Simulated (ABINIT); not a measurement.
# BiTe (Fm-3m) in ABINIT: further runs

One crystal, BiTe, is run at these levels: SCAN, revPBE; tasks: single point.

Program: ABINIT 10.8.3 (patched build). These are calculated values, not measurements. Logs are shortened: lines on timing, memory, paths and dates and some standing lists are left out, and cuts for length are marked. The log counts tension as positive stress, the text compression.

**1. The crystal as given**

Symmetry: Fm-3m, No. 225, cubic system. The conventional cell has a = 6.470 Å, b = 6.470 Å, c = 6.470 Å, α = 90.00°, β = 90.00°, γ = 90.00°. Bi (site symmetry m-3m) has 6 Te at 3.23 Å as nearest neighbours. Around Te (site symmetry m-3m) lie 6 Bi at 3.23 Å.

**2. Single point, SCAN**

The input, run.abi:

```
# Pseudopotentials
pp_dirpath "./"
pseudos "Bi.GGA_PBE-JTH.xml, Te.GGA_PBE-JTH.xml"

# Structure
acell 3*1.0
rprim
     0.0000000000     6.1132640132     6.1132640132
     6.1132640132     0.0000000000     6.1132640132
     6.1132640132     6.1132640132     0.0000000000
ntypat 2
znucl 83 52
natom 2
typat 1 2
xred
     0.0000000000     0.0000000000     0.0000000000
     0.5000000000     0.5000000000     0.5000000000

# Plane-wave basis
ecut 26.0
pawecutdg 48.0

# k points
kptopt 1
ngkpt 7 7 7
nshiftk 1
shiftk 0.0 0.0 0.0

# Exchange and correlation
ixc -263267
usekden 1
pawxcdev 0

# Bands and occupations
nband 15
occopt 3
tsmear 0.05 eV

# SCF cycle
nstep 100
tolvrs 1.0e-7

# Output
iomode 3
prtwf 0
prteig 0
prtebands 0
enunit 1
prtden 1
prtvha 1
prtvclmb 1
prtpot 1
```

Potentials or basis: JTH PAW PBE v2.0.

Started as:

```sh
abinit run.abi > log 2>&1
```

run.abo:

```text
.Version 10.8.3 of ABINIT
 Symmetries : space group Fm -3 m (#225); Bravais cF (face-center cubic)
================================================================================
 Values of the parameters that define the memory need of the present run
     intxc =       0    ionmov =       0      iscf =      17    lmnmax =      18
     lnmax =       6     mgfft =      40  mpssoang =       3    mqgrid =    3001
     natom =       2  nloc_mem =       2    nspden =       1   nspinor =       1
    nsppol =       1      nsym =      48    n1xccc =       1    ntypat =       2
    occopt =       3   xclevel =       2
       mpw =        2910          nfft =       64000          nkpt =          20
 PAW method is used; the additional fine FFT grid is defined by:
   mgfftf=        54    nfftf =    157464
================================================================================
================================================================================

--------------------------------------------------------------------------------
------------- Echo of variables that govern the present computation ------------
--------------------------------------------------------------------------------
 -outvars: echo values of preprocessed input variables --------
            acell      1.0000000000E+00  1.0000000000E+00  1.0000000000E+00 Bohr
              amu      2.08980370E+02  1.27600000E+02
             ecut      2.60000000E+01 Hartree
           enunit           1
              ixc     -263267
         kptrlatt        7    0    0      0    7    0      0    0    7
          kptrlen      6.05182261E+01
            natom           2
            nband          15
            ngfft          40      40      40
          ngfftdg          54      54      54
             nkpt          20
            nstep         100
             nsym          48
           ntypat           2
           occopt           3
        pawecutdg      4.80000000E+01 Hartree
         pawxcdev           0
        prtebands           0
           prteig           0
          prtkden           1
           prtpot           1
         prtvclmb           1
           prtvha           1
            prtwf           0
            rprim      0.0000000000E+00  6.1132640132E+00  6.1132640132E+00
                       6.1132640132E+00  0.0000000000E+00  6.1132640132E+00
                       6.1132640132E+00  6.1132640132E+00  0.0000000000E+00
          spgroup         225
           tolvrs      1.00000000E-07
           tsmear      1.83746611E-03 Hartree
            typat      1  2
          usekden           1
           useylm           1
           xangst      0.0000000000E+00  0.0000000000E+00  0.0000000000E+00
                       3.2349999978E+00  3.2349999978E+00  3.2349999978E+00
            xcart      0.0000000000E+00  0.0000000000E+00  0.0000000000E+00
                       6.1132640132E+00  6.1132640132E+00  6.1132640132E+00
             xred      0.0000000000E+00  0.0000000000E+00  0.0000000000E+00
                       5.0000000000E-01  5.0000000000E-01  5.0000000000E-01
            znucl       83.00000   52.00000

================================================================================

 chkinp: Checking input parameters for consistency.

================================================================================
== DATASET  1 ==================================================================

--- !DatasetInfo
iteration_state: {dtset: 1, }
dimensions: {natom: 2, nkpt: 20, mband: 15, nsppol: 1, nspinor: 1, nspden: 1, mpw: 2910, }
cutoff_energies: {ecut:  26.0, pawecutdg:  48.0, }
electrons: {nelect:   2.10000000E+01, charge:   0.00000000E+00, occopt:   3.00000000E+00, tsmear:   1.83746611E-03, }
meta: {optdriver: 0, ionmov: 0, optcell: 0, iscf: 17, paral_kgb: 0, }
...

 Real(R)+Recip(G) space primitive vectors, cartesian coordinates (Bohr,Bohr^-1):
 R(1)=  0.0000000  6.1132640  6.1132640  G(1)= -0.0817894  0.0817894  0.0817894
 R(2)=  6.1132640  0.0000000  6.1132640  G(2)=  0.0817894 -0.0817894  0.0817894
 R(3)=  6.1132640  6.1132640  0.0000000  G(3)=  0.0817894  0.0817894 -0.0817894
 Unit cell volume ucvol=  4.5692977E+02 bohr^3
 Angles (23,13,12)=  6.00000000E+01  6.00000000E+01  6.00000000E+01 degrees

 Coarse grid specifications (used for wave-functions):

 getcut: wavevector=  0.0000  0.0000  0.0000  ngfft=  40  40  40
         ecut(hartree)=     26.000   => boxcut(ratio)=   2.01567

 Fine grid specifications (used for densities):

 getcut: wavevector=  0.0000  0.0000  0.0000  ngfft=  54  54  54
         ecut(hartree)=     48.000   => boxcut(ratio)=   2.00340

--- Pseudopotential description ------------------------------------------------
- pspini: atom type   1  psp file is ./Bi.GGA_PBE-JTH.xml
 Pseudopotential format is: paw10
 basis_size (lnmax)=  6 (lmn_size= 18), orbitals=   0   0   1   1   2   2
 Spheres core radius: rc_sph= 2.41230754
 Shapefunction is BESSEL type: shapef(r,l)=aa(1,l)*jl(q(1,l)*r)+aa(2,l)*jl(q(2,l)*r)
 Radius for shape functions =  2.20555141
 Compensation charge density is not taken into account in XC energy/potential

- pspini: atom type   2  psp file is ./Te.GGA_PBE-JTH.xml
 Pseudopotential format is: paw10
 basis_size (lnmax)=  4 (lmn_size=  8), orbitals=   0   0   1   1
 Spheres core radius: rc_sph= 2.31107438
 Shapefunction is SIN type: shapef(r)=[sin(pi*r/rshp)/(pi*r/rshp)]**2
 Radius for shape functions =  2.10488624
 Compensation charge density is not taken into account in XC energy/potential

   2.90070400E+03                                ecore*ucvol(ha*bohr**3)
--------------------------------------------------------------------------------

================================================================================

--- !BeginCycle
iteration_state: {dtset: 1, }
solver: {iscf: 17, nstep: 100, nline: 4, wfoptalg: 10, }
tolerances: {tolvrs: 1.00E-07, }
...

     iter   Etot(hartree)      deltaE(h)  residm     nres2
 ETOT  1  -3.3602852262994    -3.360E+00 1.077E+01 8.224E+00
 ETOT  2  -6.2924695126072    -2.932E+00 4.410E-01 6.195E+00
 ETOT  3  -6.2865889603652     5.881E-03 2.607E-02 1.222E+00
 ETOT  4  -6.2853280210929     1.261E-03 1.684E-02 5.858E-01
 ETOT  5  -6.2878469169590    -2.519E-03 2.811E-03 3.026E-01
 ETOT  6  -6.2919066992192    -4.060E-03 2.553E-03 7.551E-02
 ETOT  7  -6.2926582814150    -7.516E-04 1.078E-03 8.717E-02
 ETOT  8  -6.2945285542402    -1.870E-03 1.720E-03 1.381E-01
 ETOT  9  -6.2927945842624     1.734E-03 8.232E-04 6.385E-02
 ETOT 10  -6.2923151620030     4.794E-04 8.633E-04 3.130E-02
 ETOT 11  -6.2918664741423     4.487E-04 2.485E-03 3.454E-03
 ETOT 12  -6.2923186730001    -4.522E-04 1.125E-03 2.782E-02
 ETOT 13  -6.2919853294427     3.333E-04 8.623E-04 8.255E-03
 ETOT 14  -6.2918768274612     1.085E-04 4.736E-04 2.978E-03
 ETOT 15  -6.2918652739683     1.155E-05 3.943E-04 1.246E-03
 ETOT 16  -6.2918649885775     2.854E-07 7.572E-05 1.200E-03
 ETOT 17  -6.2918632608428     1.728E-06 7.618E-05 6.294E-04
 ETOT 18  -6.2918691087235    -5.848E-06 1.305E-05 1.220E-03
 ETOT 19  -6.2918596513410     9.457E-06 1.893E-05 1.015E-04
 ETOT 20  -6.2918591101971     5.411E-07 6.929E-06 8.412E-06
 ETOT 21  -6.2918593139350    -2.037E-07 5.899E-06 1.931E-06
 ETOT 22  -6.2918593383575    -2.442E-08 2.809E-06 2.294E-06
 ETOT 23  -6.2918593202560     1.810E-08 1.743E-06 6.401E-08

 At SCF step   23       nres2   =  6.40E-08 < tolvrs=  1.00E-07 =>converged.

Result for kinetic energy density :

--------------------------------------------------------------------------------
 Total kinetic energy density [Ha/Bohr^3]
)     Maximum=    1.1771E-01  at reduced coord.    0.0926    0.9074    0.9630
)     Minimum=    1.0845E-03  at reduced coord.    0.2593    0.2407    0.2407
   Integrated=    7.1927E+00
--------------------------------------------------------------------------------

 Cartesian components of stress tensor (hartree/bohr^3)
  sigma(1 1)=  5.56833238E-05  sigma(3 2)=  0.00000000E+00
  sigma(2 2)=  5.56833238E-05  sigma(3 1)=  0.00000000E+00
  sigma(3 3)=  5.56833238E-05  sigma(2 1)=  0.00000000E+00

--- !ResultsGS
iteration_state: {dtset: 1, }
comment   : Summary of ground state results
lattice_vectors:
- [  0.0000000,   6.1132640,   6.1132640, ]
- [  6.1132640,   0.0000000,   6.1132640, ]
- [  6.1132640,   6.1132640,   0.0000000, ]
lattice_lengths: [   8.64546,    8.64546,    8.64546, ]
lattice_angles: [ 60.000,  60.000,  60.000, ] # degrees, (23, 13, 12)
lattice_volume:   4.5692977E+02
convergence: {deltae:  1.810E-08, res2:  6.401E-08, residm:  1.743E-06, diffor: null, }
etotal    :  -6.29185932E+00
entropy   :   0.00000000E+00
fermie    :  -4.91410086E-03
cartesian_stress_tensor: # hartree/bohr^3
- [  5.56833238E-05,   0.00000000E+00,   0.00000000E+00, ]
- [  0.00000000E+00,   5.56833238E-05,   0.00000000E+00, ]
- [  0.00000000E+00,   0.00000000E+00,   5.56833238E-05, ]
pressure_GPa:  -1.6383E+00
xred      :
- [  0.0000E+00,   0.0000E+00,   0.0000E+00, Bi]
- [  5.0000E-01,   5.0000E-01,   5.0000E-01, Te]
cartesian_forces: # hartree/bohr
- [ -0.00000000E+00,  -0.00000000E+00,  -0.00000000E+00, ]
- [ -0.00000000E+00,  -0.00000000E+00,  -0.00000000E+00, ]
force_length_stats: {min:   0.00000000E+00, max:   0.00000000E+00, mean:   0.00000000E+00, }
...

 Integrated electronic density in atomic spheres:
 ------------------------------------------------
 Atom  Sphere_radius  Integrated_density
    1        2.41231         12.15786564
    2        2.31107          3.06034759

================================================================================

 ----iterations are completed or convergence reached----

 Mean square residual over all n,k,spin=   12.380E-09; max=  17.428E-07
 reduced coordinates (array xred) for    2 atoms
       0.000000000000      0.000000000000      0.000000000000
       0.500000000000      0.500000000000      0.500000000000
 rms dE/dt=  0.0000E+00; max dE/dt=  0.0000E+00; dE/dt below (all hartree)
    1       0.000000000000      0.000000000000      0.000000000000
    2       0.000000000000      0.000000000000      0.000000000000

 cartesian coordinates (angstrom) at end:
    1      0.00000000000000     0.00000000000000     0.00000000000000
    2      3.23499999782420     3.23499999782420     3.23499999782420

 cartesian forces (hartree/bohr) at end:
    1     -0.00000000000000    -0.00000000000000    -0.00000000000000
    2     -0.00000000000000    -0.00000000000000    -0.00000000000000
 frms,max,avg= 0.0000000E+00 0.0000000E+00   0.000E+00  0.000E+00  0.000E+00 h/b

 cartesian forces (eV/Angstrom) at end:
    1     -0.00000000000000    -0.00000000000000    -0.00000000000000
    2     -0.00000000000000    -0.00000000000000    -0.00000000000000
 frms,max,avg= 0.0000000E+00 0.0000000E+00   0.000E+00  0.000E+00  0.000E+00 e/A
 length scales=  1.000000000000  1.000000000000  1.000000000000 bohr
              =  0.529177210544  0.529177210544  0.529177210544 angstroms
 Fermi (or HOMO) energy (eV) =  -0.13372   Average Vxc (eV)=  -9.62611
 Eigenvalues (   eV  ) for nkpt=  20  k points:
 kpt#   1, nband= 15, wtk=  0.00292, kpt=  0.0000  0.0000  0.0000 (reduced coord)
 -23.57374  -23.57374  -23.55717  -23.55717  -23.55717  -14.19303   -8.50300   -2.79527
  -2.79527   -2.79527    2.10765    2.10765    2.10765    5.00805    5.00805
 prteigrs : prtvol=0 or 1, do not print more k-points.

--- !EnergyTerms
iteration_state     : {dtset: 1, }
comment             : Components of total free energy in Hartree
kinetic             :  7.19273664919485E+00
hartree             :  2.28184875391773E+01
xc                  : -6.35234994288991E+00
Ewald energy        : -5.69581535170431E+01
psp_core            :  6.34824912687490E+00
local_psp           : -7.17913414950136E+01
PAW spherical_terms :  9.24513502434552E+01
internal            : -6.29102139624430E+00
'-kT*entropy'       : -6.56738633143214E-04
total_energy        : -6.29167813487745E+00
total_energy_eV     : -1.71205283863544E+02
...

--- !EnergyTermsDC
iteration_state     : {dtset: 1, }
comment             : '"Double-counting" decomposition of free energy'
band_energy         : -1.11570473350344E+01
Ewald energy        : -5.69581535170431E+01
psp_core            :  6.34824912687490E+00
xc_dc               : -2.31391192939735E+01
PAW spherical_terms :  7.86148684375533E+01
internal            : -6.29120258162281E+00
'-kT*entropy'       : -6.56738633143214E-04
total_energy_dc     : -6.29185932025595E+00
total_energy_dc_eV  : -1.71210214168860E+02
...

--- !EnergyTermsWithPAWCore
iteration_state     : {dtset: 1, }
comment             : 'Components of total free energy, including PAW core contributions'
Total energy        : -2.83279959704731E+04
Total energy DC     : -2.83279961516585E+04
Total energy (eV)   : -7.70844039927137E+05
Total energy DC (eV): -7.70844044857442E+05
...

 Cartesian components of stress tensor (hartree/bohr^3)
  sigma(1 1)=  5.56833238E-05  sigma(3 2)=  0.00000000E+00
  sigma(2 2)=  5.56833238E-05  sigma(3 1)=  0.00000000E+00
  sigma(3 3)=  5.56833238E-05  sigma(2 1)=  0.00000000E+00

-Cartesian components of stress tensor (GPa)         [Pressure= -1.6383E+00 GPa]
- sigma(1 1)=  1.63825995E+00  sigma(3 2)=  0.00000000E+00
- sigma(2 2)=  1.63825995E+00  sigma(3 1)=  0.00000000E+00
- sigma(3 3)=  1.63825995E+00  sigma(2 1)=  0.00000000E+00

== END DATASET(S) ==============================================================
================================================================================

 -outvars: echo values of variables after computation  --------
            acell      1.0000000000E+00  1.0000000000E+00  1.0000000000E+00 Bohr
           etotal     -6.2918593203E+00
            fcart     -0.0000000000E+00 -0.0000000000E+00 -0.0000000000E+00
                      -0.0000000000E+00 -0.0000000000E+00 -0.0000000000E+00
            rprim      0.0000000000E+00  6.1132640132E+00  6.1132640132E+00
                       6.1132640132E+00  0.0000000000E+00  6.1132640132E+00
                       6.1132640132E+00  6.1132640132E+00  0.0000000000E+00
           strten      5.5683323770E-05  5.5683323770E-05  5.5683323770E-05
                       0.0000000000E+00  0.0000000000E+00  0.0000000000E+00
           xangst      0.0000000000E+00  0.0000000000E+00  0.0000000000E+00
                       3.2349999978E+00  3.2349999978E+00  3.2349999978E+00
             xred      0.0000000000E+00  0.0000000000E+00  0.0000000000E+00
                       5.0000000000E-01  5.0000000000E-01  5.0000000000E-01
 Calculation completed.
```

Wall time 3.2 min (1 thread of Arm Neoverse V2, shared host); peak memory 0.2 GiB.

What came out:

- Free energy: -171.2102 eV
- Pressure: -1.6 GPa
- Band gap on the k mesh: none (metal or under the smearing width)
- Valence electrons inside the program's atomic spheres: Bi 12.16; Te 3.06

Levels at points of the mesh, in eV from the Fermi level:
```csv
k point,band 6,band 7,band 8,band 9,band 10,band 11,band 12,band 13,band 14,band 15
"(0.00, 0.00, 0.00)",-14.06,-8.37,-2.66,-2.66,-2.66,2.24,2.24,2.24,5.14,5.14
```

Caveat: totals of a meta-GGA on PAW files have another zero than those of a GGA; the PAW data sets were made with another functional, which shifts forces and pressure a little; spin-orbit coupling is left out, which moves the levels of the heavy elements.

**3. Single point, revPBE**

Edit run.abi of step 2 so:

```diff
@@ -21,2 +21,3 @@
 pawecutdg 48.0
+pawxcdev 0
 
@@ -29,5 +30,3 @@
 # Exchange and correlation
-ixc -263267
-usekden 1
-pawxcdev 0
+ixc 14
 
@@ -40,3 +39,3 @@
 nstep 100
-tolvrs 1.0e-7
+tolvrs 1.0e-9
```

Potentials or basis: JTH PAW PBE v2.0.

Started as:

```sh
abinit run.abi > log 2>&1
```

It took 38 s on 1 thread of Arm Neoverse V2, shared host; peak memory 0.16 GiB.

Results (log left out):

```yaml
Free_energy: -2187.5475 eV
Pressure: 1.5 GPa
Band_gap_on_the_k_mesh: none (metal or under the smearing width)
Valence_electrons_inside_the_program's_atomic_spheres: Bi 12.11; Te 3.08
```

Levels at points of the mesh, in eV from the Fermi level:
| k point | band 7 | band 8 | band 9 | band 10 | band 11 | band 12 | band 13 | band 14 |
| --- | --- | --- | --- | --- | --- | --- | --- | --- |
| (0.00, 0.00, 0.00) | -8.16 | -2.59 | -2.59 | -2.59 | 2.17 | 2.17 | 2.17 | 4.69 |

Caveat: the PAW data sets were made with another functional, which shifts forces and pressure a little; spin-orbit coupling is left out, which moves the levels of the heavy elements.
